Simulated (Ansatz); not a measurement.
CH3BS2, SMILES S=CBS, a rigid torsion scan

Program: Ansatz 0.2.0 through its Python package.

Notebook, run cell by cell (the value of a cell's last expression is shown):

```python
import warnings

import ansatz
from ase import Atoms
```

```python
BASIS = 'def2-SVP'
FUNCTIONAL = 'r2scan0'
FORCE_TOL = 0.02
```

```python
warnings.simplefilter('ignore', ansatz.DeckWarning)
```

```python
atoms = Atoms(['S', 'C', 'B', 'S', 'H', 'H', 'H'], positions=[
    (-0.3458, -2.3514, 0.3802),
    (-0.4835, -1.0065, -0.2252),
    (0.0238, 0.2517, 0.5268),
    (0.0148, 1.9632, -0.2563),
    (-0.9161, -0.8957, -1.2273),
    (0.5397, 0.1591, 1.6135),
    (1.2282, 1.8116, -0.8574),
])

# relax first, so that the scan starts from a minimum
first = (
    ansatz.Crystal.molecule_from_ase(atoms).calculation()
    .basis(gaussian=BASIS)
    .functional(FUNCTIONAL)
    .relax(force_tolerance=FORCE_TOL, max_steps=80)
)
atoms.positions = first.run(threads=1).report['positions_ang']

start = atoms.get_dihedral(3, 2, 1, 0)
energies = {}
for turn in range(0, 360, 30):
    turned = atoms.copy()
    turned.set_dihedral(3, 2, 1, 0, start + turn, indices=[0, 1, 4])
    calculation = (
        ansatz.Crystal.molecule_from_ase(turned).calculation()
        .basis(gaussian=BASIS)
        .functional(FUNCTIONAL)
    )
    energies[round((start + turn) % 360)] = calculation.run(threads=1).report['free_energy_ev']
floor = min(energies.values())
print('dihedral S3-B2-C1-S0 (deg)   E - E(min) (kJ/mol)')
for angle, e in sorted(energies.items()):
    print(f'{angle:8d} {96.485332 * (e - floor):14.3f}  ' + '#' * int(30 * (e - floor) / max(max(energies.values()) - floor, 1e-9)))
```

    dihedral S3-B2-C1-S0 (deg)   E - E(min) (kJ/mol)
          23          7.047  ###########################
          53          4.123  ###############
          83          1.962  #######
         113          0.445  #
         143          0.000
         173          1.429  #####
         203          3.463  #############
         233          3.407  #############
         263          1.669  ######
         293          1.341  #####
         323          4.030  ###############
         353          7.826  ##############################

The scan is rigid and the energies are electronic, in a modest basis. With rigid groups the curve can differ much from the relaxed path, the start wasn't checked as a minimum of this torsion, and equivalent turns needn't return to the same energy. Timing: 3.6 min on 1 thread of Arm Neoverse N1, with other jobs on the host, peak memory 0.24 GiB.
